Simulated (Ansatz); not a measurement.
# Si: the cost of one run

Computed with Ansatz 0.2.0 (DFT LDA, scalar-relativistic, plane waves, PAW, unless a step's input says otherwise).

This is Si in the hcp structure; at room conditions it is diamond.

1 further run of the same task is left out (set aside as unsound or not needed). Runs told in other sessions of the task aren't counted.

## 1. The system as given

The structure is hexagonal, space group P6_3/mmc (No. 194). Conventional cell: a = 2.651 Å, b = 2.651 Å, c = 4.542 Å, α = 90.00°, β = 90.00°, γ = 120.00°. Around Si (site symmetry -6m2) lie 12 Si at 2.65 to 2.74 Å.

As a file:

```
Si
1.0
     2.65107    0.00000    0.00000
    -1.32553    2.29589    0.00000
     0.00000    0.00000    4.54174
Si
2
Direct
  0.33333 0.66667 0.25000
  0.66667 0.33333 0.75000
```

It goes back to an entry of the Materials Project, which need not be the stable form.

It is the result of an earlier relaxation at this level (volume 13.82 Å³/atom; gap on the mesh: none (metal)).

## 2. Zero of the scan

Input file input.yaml:

```yaml
crystal:
  lattice:
    - [2.6510666862, 0.0, 0.0]
    - [-1.3255333431, 2.2958910974, 0.0]
    - [0.0, 0.0, 4.5417424135]
  atoms:
    - { symbol: Si, position: [0.3333333333, 0.6666666667, 0.25] }
    - { symbol: Si, position: [0.6666666667, 0.3333333333, 0.75] }
basis:
  ecutwfc: 420
kpoints:
  mp_grid: { grid: [24, 24, 14] }
hamiltonian:
  xc: lda
scf:
  occupations: { method: gaussian, width: 0.15 }
output:
  forces: true
  stress: true
  eigenvalues: true
```

Command:

```bash
$ ansatz run input.yaml --threads 2 --pin off --max-ram 5120MiB --backend cpu --events-out ev --progress --plain --runs-dir out
```

What time and memory should one allow on 2 threads of Intel Xeon Platinum 8259CL at 2.50GHz (Skylake/Cascade Lake), shared host?

About 3.2 s, with a peak of 0.42 GiB.
